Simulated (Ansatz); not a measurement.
# CH₇GeN: small, medium and large basis sets

An exercise on one series of results from a longer session: the logs are not shown, and one member is left open.

Computed with Ansatz 0.2.0, Gaussian basis. Level: one geometry, several basis sets.

The runs, in order: PBE0-D4/def2-SVP; ωB97M-V/def2-SVP; PBE0-D4/def2-QZVPP; ωB97M-V/def2-QZVPP; the functionals' def2-TZVPP values are taken from earlier runs.

### Structure used throughout

The geometry comes from an earlier relaxation with PBE0-D4 in a triple-zeta def2 set; it is a stationary point, not always the lowest conformer.

SMILES `C[NH][GeH3]`, 10 atoms, charge 0, spin multiplicity 1.

Atoms are counted from 1 here; the program's logs count them from 0.

Bond lengths: C1–N2 1.450 Å, C1–H4 1.094 Å, C1–H5 1.100 Å, C1–H6 1.094 Å, N2–Ge3 1.838 Å, N2–H7 1.010 Å, Ge3–H8 1.536 Å, Ge3–H9 1.537 Å, Ge3–H10 1.549 Å. Angles: N2–C1–H4 110.2°, N2–C1–H5 114.8°, N2–C1–H6 109.5°, H4–C1–H5 107.8°, H4–C1–H6 106.9°, H5–C1–H6 107.3°, C1–N2–Ge3 118.0°, C1–N2–H7 111.6°, Ge3–N2–H7 112.7°, N2–Ge3–H8 107.2°, N2–Ge3–H9 107.0°, N2–Ge3–H10 113.3°, H8–Ge3–H9 111.4°, H8–Ge3–H10 109.6°, H9–Ge3–H10 108.4°.

Set-up of the first run:

Contents of in.yaml:

```yaml
crystal:
  periodic: [false, false, false]
  atoms:
    - {symbol: C, position_ang: [-0.831171, 0.706611, -0.869803]}
    - {symbol: N, position_ang: [-0.338198, -0.565503, -0.378231]}
    - {symbol: Ge, position_ang: [0.831330, -0.549318, 1.040124]}
    - {symbol: H, position_ang: [-1.629257, 0.546206, -1.600541]}
    - {symbol: H, position_ang: [-0.068665, 1.345923, -1.339503]}
    - {symbol: H, position_ang: [-1.267528, 1.273534, -0.042429]}
    - {symbol: H, position_ang: [-0.027720, -1.161346, -1.132716]}
    - {symbol: H, position_ang: [1.240795, -2.005141, 1.307677]}
    - {symbol: H, position_ang: [0.076794, 0.051578, 2.237309]}
    - {symbol: H, position_ang: [2.096921, 0.306254, 0.781014]}
basis:
  gaussian: {orbitals: def2-SVP}
hamiltonian: {xc: pbe0, dispersion: d4}
output: {orbitals: {seedname: orbitals}}
```

Steps of the session up to this table: PBE0-D4 in def2-SVP; ωB97M-V in def2-SVP; PBE0-D4 in def2-QZVPP; ωB97M-V in def2-QZVPP.

One table of the session follows, with a row left open; its other results are not shown here.

It belongs to the step «Density functionals: the series». 

```
functional       basis  HOMO (eV)  LUMO (eV)
   PBE0-D4    def2-SVP      -6.50       0.96
   PBE0-D4  def2-TZVPP      -6.66       0.56
   PBE0-D4  def2-QZVPP      -6.69       0.27
   ωB97M-V    def2-SVP          ?          ?
   ωB97M-V  def2-TZVPP      -8.99       2.16
   ωB97M-V  def2-QZVPP      -9.02       1.61
```

Estimate the missing values for ωB97M-V, def2-SVP.

As computed: HOMO (eV): -8.81; LUMO (eV): 2.75. In the column «HOMO (eV)» it lies between ωB97M-V, def2-TZVPP (-8.99) and PBE0-D4, def2-QZVPP (-6.69).
